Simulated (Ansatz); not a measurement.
# C2H7FHfO2Se: small, medium and large basis sets

How large a basis does C2H7FHfO2Se need? Two functionals are run in growing sets.

Program: Ansatz 0.2.0, Gaussian basis. Level of theory: one geometry, several basis sets. These are calculated values, not measurements.

Plan: PBE0-D4/def2-SVP; ωB97M-V/def2-SVP; PBE0-D4/def2-QZVPP; ωB97M-V/def2-QZVPP; the functionals' def2-TZVPP values are taken from earlier runs.

### 1 Structure used throughout

All runs share one geometry, relaxed beforehand with PBE0-D4 in a triple-zeta def2 set. Hf takes the def2 core potential; no spin-orbit term is included.

SMILES `C[O][Hf]([F])([SeH])[O]C`, 14 atoms, charge 0, spin multiplicity 1.

Atoms are counted from 1 here; the program's logs count them from 0.

Bond lengths: C1–O2 1.391 Å, C1–H8 1.094 Å, C1–H9 1.095 Å, C1–H10 1.094 Å, O2–Hf3 1.901 Å, Hf3–F4 1.918 Å, Hf3–Se5 2.608 Å, Hf3–O6 1.899 Å, Se5–H11 1.472 Å, O6–C7 1.392 Å, C7–H12 1.094 Å, C7–H13 1.094 Å, C7–H14 1.094 Å. Angles: O2–C1–H8 110.2°, O2–C1–H9 110.7°, O2–C1–H10 110.3°, H8–C1–H9 108.5°, H8–C1–H10 108.6°, H9–C1–H10 108.5°, C1–O2–Hf3 174.4°, O2–Hf3–F4 108.0°, O2–Hf3–Se5 109.2°, O2–Hf3–O6 113.0°, F4–Hf3–Se5 111.4°, F4–Hf3–O6 110.4°, Se5–Hf3–O6 104.9°, Hf3–Se5–H11 90.1°, Hf3–O6–C7 173.0°, O6–C7–H12 110.2°, O6–C7–H13 110.3°, O6–C7–H14 110.5° and more.

### 2 PBE0-D4 in def2-SVP

in.yaml reads:

```yaml
crystal:
  periodic: [false, false, false]
  atoms:
    - {symbol: C, position_ang: [0.122230, 1.455809, 2.300614]}
    - {symbol: O, position_ang: [0.115351, 1.168215, 0.940012]}
    - {symbol: Hf, position_ang: [0.072756, 0.599570, -0.873874]}
    - {symbol: F, position_ang: [1.483551, 1.500713, -1.809276]}
    - {symbol: Se, position_ang: [-2.259211, 1.164310, -1.895810]}
    - {symbol: O, position_ang: [0.248612, -1.281379, -1.066114]}
    - {symbol: C, position_ang: [0.456052, -2.657904, -1.055465]}
    - {symbol: H, position_ang: [-0.865956, 1.801727, 2.618898]}
    - {symbol: H, position_ang: [0.381669, 0.565570, 2.882104]}
    - {symbol: H, position_ang: [0.853342, 2.239947, 2.519680]}
    - {symbol: H, position_ang: [-2.145643, 2.545900, -1.400473]}
    - {symbol: H, position_ang: [0.701160, -3.010887, -2.061319]}
    - {symbol: H, position_ang: [-0.445405, -3.174837, -0.713601]}
    - {symbol: H, position_ang: [1.281482, -2.916745, -0.385374]}
basis:
  gaussian: {orbitals: def2-SVP}
hamiltonian: {xc: pbe0, dispersion: d4}
output: {orbitals: {seedname: orbitals}}
```

The run is started by

```sh
> ansatz run in.yaml --threads 2 --pin off --events-out ev --progress --plain --max-ram 22528MiB --backend cpu
```

Further steps of the session: ωB97M-V in def2-SVP; PBE0-D4 in def2-QZVPP; ωB97M-V in def2-QZVPP.

Before running them: what should the planned runs give, taken together? Wanted: PBE0-D4: double and triple zeta above quadruple; ωB97M-V: double and triple zeta above quadruple.

As calculated:

| quantity | value |
| --- | --- |
| PBE0-D4: double and triple zeta above quadruple | 20.94, 1.89 eV |
| ωB97M-V: double and triple zeta above quadruple | 21.18, 1.82 eV |

**Reading.** PBE0-D4 gains 19.05 eV from double to triple zeta, then 1.89 eV more. These are total energies; as a rule much of such shifts cancels in differences, which this series doesn't test. The LUMO of ωB97M-V is positive and keeps falling with the basis (1.12 to 0.54 eV): an unbound level that the basis holds in place.
